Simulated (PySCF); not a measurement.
# F2H2Zn2 ((HZn-mu-F)2): the cost of one run

Programs: PySCF 2.14.0, with density-fitted response routines of our own. Each step states its level of theory. These are calculated values for one molecule in the gas phase, unless marked as measured. Atoms are numbered from 0 throughout.

## 1. The starting structure

6 atoms, charge 0, multiplicity 1; geometry from: GFN2-xTB. The atoms were then displaced at random by about 0.03 Å, so the start is not that level's minimum.

Bonds of the start (Å): Zn0–H1 1.37, Zn0–F2 1.97, Zn0–F5 2.00, F2–Zn3 1.79, Zn3–H4 1.55, Zn3–F5 1.83.

## 2. Relaxing the molecule at PBE0-D3(BJ)/def2-SVP

What the job is given:

```
{"job": {"xc": "PBE0", "basis": "def2-SVP", "d3": "d3bj", "grid": 1, "maxiter": 40, "shake": 0.03, "kind": "geom"}, "charge": 0, "multiplicity": 1}
Zn     1.508270     0.024800     0.228400
H      2.849820     0.191220     0.427520
F     -0.164150    -0.692980     0.982160
Zn    -1.347360    -0.097080    -0.227710
H     -2.876450    -0.220910    -0.461360
F      0.093000     0.698920    -1.018290
```

On the command line:

```sh
OMP_NUM_THREADS=1 python probes_run.py task.json out
```

This one command runs all jobs of the session in turn.

**Question.** How long does this first job take on 1 thread of Arm Neoverse N1, shared host, and how much memory does it need?

About 73 s, with a peak of 0.38 GiB.
